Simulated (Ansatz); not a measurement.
**CuSb2 (CdI2 type): how the settings move a single-point run**

How sensitive is a single-point run of CuSb2 (CdI2 type) to its settings? A reference run comes first, then five runs with altered input.

Program: Ansatz 0.2.0. Level of theory: reference: DFT PBE, scalar-relativistic, plane waves, PAW. These are calculated values, not measurements.

1 further run of the same task is left out (set aside as unsound or not needed). Runs told in other sessions of the task aren't counted.

## Step 1: Starting point

It takes space group P-3m1 (No. 164, trigonal). The conventional cell has a = 4.032 Å, b = 4.032 Å, c = 4.961 Å, α = 90.00°, β = 90.00°, γ = 120.00°. Cu (site symmetry -3m) is surrounded by 6 Sb at 2.66 Å. Sb (site symmetry 3m) has 3 Cu at 2.66 Å in its first shell of neighbours.

Structure file:

```
Cu Sb
1.0
     4.03197    0.00000    0.00000
    -2.01598    3.49179    0.00000
     0.00000    0.00000    4.96058
Cu Sb
1 2
Cartesian
  0.0000 0.0000 0.0000
  0.0000 2.3279 1.2841
  2.0160 1.1639 3.6765
```

## Step 2: The reference run

The input, input.yaml:

```yaml
crystal:
  lattice:
    - [4.0319689635, 0.0, 0.0]
    - [-2.0159844818, 3.4917875497, 0.0]
    - [0.0, 0.0, 4.9605841529]
  atoms:
    - { symbol: Cu, position: [0.0, 0.0, 0.0] }
    - { symbol: Sb, position: [0.3333333333, 0.6666666667, 0.2588614725] }
    - { symbol: Sb, position: [0.6666666667, 0.3333333333, 0.7411385275] }
basis:
  ecutwfc: 420
  ecutrho_ratio: 4
kpoints:
  mp_grid: { grid: [10, 10, 8] }
  band_path:
    path:
      - [[0.0, 0.0, 0.0], [0.5, 0.0, 0.0], [0.33333333, 0.33333333, 0.0], [0.0, 0.0, 0.0], [0.0, 0.0, 0.5], [0.5, 0.0, 0.5], [0.33333333, 0.33333333, 0.5], [0.0, 0.0, 0.5]]
      - [[0.5, 0.0, 0.5], [0.5, 0.0, 0.0]]
      - [[0.33333333, 0.33333333, 0.5], [0.33333333, 0.33333333, 0.0]]
    npoints: 14
hamiltonian:
  xc: pbe
scf:
  occupations: { method: gaussian, width: 0.05 }
  n_extra_bands: 13
output:
  forces: true
  stress: true
  eigenvalues: true
  populations: true
  dos: { projected: true, de: 0.02, nscf_kmesh: { grid: [15, 15, 12] } }
  bader: true
  write_density: true
  write_potential: true
  elf: true
  volumetric_format: npy
```

Run with:

```sh
$ ansatz run input.yaml --threads 2 --pin off --max-ram 2662MiB --backend cpu --events-out ev --progress --plain --runs-dir out
```

## Step 3: Variant: ecutwfc 18.4 Ry

The input, input.yaml:

```yaml
crystal:
  lattice:
    - [4.031968963522, 2.886755491798e-11, 0.0]
    - [-2.015984481786, 3.491787549666, 0.0]
    - [0.0, 0.0, 4.9605841529]
  atoms:
    - { symbol: Cu, position: [0.0, 0.0, 0.0] }
    - { symbol: Sb, position: [0.3333333333333, 0.6666666666667, 0.2588614725] }
    - { symbol: Sb, position: [0.6666666666667, 0.3333333333333, 0.7411385275] }
basis:
  ecutwfc: "18.4 Ry"
  ecutrho_ratio: 4
kpoints:
  mp_grid: { grid: [10, 10, 8] }
hamiltonian:
  xc: pbe
scf:
  occupations: { method: gaussian, width: 0.05 }
output:
  forces: true
  stress: true
  write_density: true
  write_potential: true
  elf: true
  volumetric_format: npy
```

## Step 4: Changing settings: starting moments, mp_grid.grid [3, 3, 3], spin_polarized true

The input, input.yaml:

```yaml
crystal:
  lattice:
    - [4.031968963522, 2.886755491798e-11, 0.0]
    - [-2.015984481786, 3.491787549666, 0.0]
    - [0.0, 0.0, 4.9605841529]
  atoms:
    - { symbol: Cu, position: [0.0, 0.0, 0.0], spin: 2.0 }
    - { symbol: Sb, position: [0.3333333333333, 0.6666666666667, 0.2588614725], spin: 2.0 }
    - { symbol: Sb, position: [0.6666666666667, 0.3333333333333, 0.7411385275], spin: 1.0 }
basis:
  ecutwfc: 420
  ecutrho_ratio: 4
kpoints:
  mp_grid: { grid: [3, 3, 3] }
hamiltonian:
  xc: pbe
scf:
  occupations: { method: gaussian, width: 0.05 }
output:
  forces: true
  stress: true
magnetization:
  spin_polarized: true
```

## Step 5: Changing settings: scf.algorithm density_mixing

The input, input.yaml:

```yaml
crystal:
  lattice:
    - [4.031968963522, 2.886755491798e-11, 0.0]
    - [-2.015984481786, 3.491787549666, 0.0]
    - [0.0, 0.0, 4.9605841529]
  atoms:
    - { symbol: Cu, position: [0.0, 0.0, 0.0] }
    - { symbol: Sb, position: [0.3333333333333, 0.6666666666667, 0.2588614725] }
    - { symbol: Sb, position: [0.6666666666667, 0.3333333333333, 0.7411385275] }
basis:
  ecutwfc: 420
  ecutrho_ratio: 4
kpoints:
  mp_grid: { grid: [10, 10, 8] }
hamiltonian:
  xc: pbe
scf:
  occupations: { method: gaussian, width: 0.05 }
  algorithm: density_mixing
output:
  forces: true
  stress: true
```

## Step 6: Changing settings: dr2_threshold 1.0e-06

The input, input.yaml:

```yaml
crystal:
  lattice:
    - [4.031968963522, 2.886755491798e-11, 0.0]
    - [-2.015984481786, 3.491787549666, 0.0]
    - [0.0, 0.0, 4.9605841529]
  atoms:
    - { symbol: Cu, position: [0.0, 0.0, 0.0] }
    - { symbol: Sb, position: [0.3333333333333, 0.6666666666667, 0.2588614725] }
    - { symbol: Sb, position: [0.6666666666667, 0.3333333333333, 0.7411385275] }
basis:
  ecutwfc: 420
  ecutrho_ratio: 4
kpoints:
  mp_grid: { grid: [10, 10, 8] }
hamiltonian:
  xc: pbe
scf:
  occupations: { method: gaussian, width: 0.05 }
  convergence: { dr2_threshold: 1.0e-06 }
output:
  forces: true
  stress: true
```

## Step 7: Variant: ecutwfc 550 eV, mp_grid.grid [8, 8, 6], occupations.method methfessel_paxton, occupations.width 0.005

The input, input.yaml:

```yaml
crystal:
  lattice:
    - [4.031968963522, 2.886755491798e-11, 0.0]
    - [-2.015984481786, 3.491787549666, 0.0]
    - [0.0, 0.0, 4.9605841529]
  atoms:
    - { symbol: Cu, position: [0.0, 0.0, 0.0] }
    - { symbol: Sb, position: [0.3333333333333, 0.6666666666667, 0.2588614725] }
    - { symbol: Sb, position: [0.6666666666667, 0.3333333333333, 0.7411385275] }
basis:
  ecutwfc: "550 eV"
  ecutrho_ratio: 4
kpoints:
  mp_grid: { grid: [8, 8, 6] }
hamiltonian:
  xc: pbe
scf:
  occupations: { method: methfessel_paxton, width: 0.005 }
output:
  forces: true
  stress: true
```

**Question.** What will these runs give? Wanted: for each run, ending; energy change; pressure; gap; abs. moment; force.

The runs gave:

| run | ending | energy change | pressure (GPa) | gap (eV) | abs. moment (μB) | force (eV/Å) | cycles | time |
| --- | --- | --- | --- | --- | --- | --- | --- | --- |
| reference | converged | 0 | 0.0 | 0.00 | 0.00 | 0.00 | 8 | 31 s |
| 1: ecutwfc 18.4 Ry | converged | +1.58 eV/atom | 0.3 | 0.00 | 0.00 | 0.14 | 8 | 3.2 s |
| 2: starting moments, mp_grid.grid [3, 3, 3], spin_polarized true | converged | +20.4 meV/atom | 0.7 | 0.00 | 0.08 | 0.02 | 19 | 3.3 s |
| 3: scf.algorithm density_mixing | converged | 0.0 meV/atom | 0.0 | 0.00 | 0.00 | 0.00 | 8 | 4.2 s |
| 4: dr2_threshold 1.0e-06 | converged | 0.0 meV/atom | 0.0 | 0.00 | 0.00 | 0.00 | 6 | 3.8 s |
| 5: ecutwfc 550 eV, mp_grid.grid [8, 8, 6], occupations.method methfessel_paxton, occupations.width 0.005 | converged | +3.1 meV/atom (σ→0) | 0.0 | 0.00 | 0.00 | 0.05 | 8 | 3.8 s |

Times don't compare one to one where runs were asked for different outputs or read a saved state (see the inputs); cycles may leave out searches for a lower state.

Residual by cycle in the longest SCF loop of each run; runs are numbered as in the table. The quantity is the density residual dr2, in eV.

```
cycle  reference   run 1    run 2    run 3    run 4    run 5
    1    0.00214   0.153     17.4  0.00219  0.00219  0.00133
    3     3.5e-4  0.0415    0.144   3.4e-4   3.4e-4   3.9e-5
    4     3.4e-5  8.9e-5    0.204   3.4e-5   3.4e-5   2.0e-5
    6     7.9e-7  1.6e-6   0.0302   5.9e-7   6.0e-7   1.3e-6
    8     2.0e-8  7.4e-9   6.5e-5   1.7e-8        -   3.6e-8
    9          -       -    0.012        -        -        -
   11          -       -   1.5e-5        -        -        -
   12          -       -   1.9e-5        -        -        -
   14          -       -   1.2e-7        -        -        -
   16          -       -   3.6e-8        -        -        -
   17          -       -   8.3e-8        -        -        -
   19          -       -  1.1e-10        -        -        -
```

Run 1 ran under the cutoff that the potentials recommend, as the log warns, so basis error is mixed into its values.
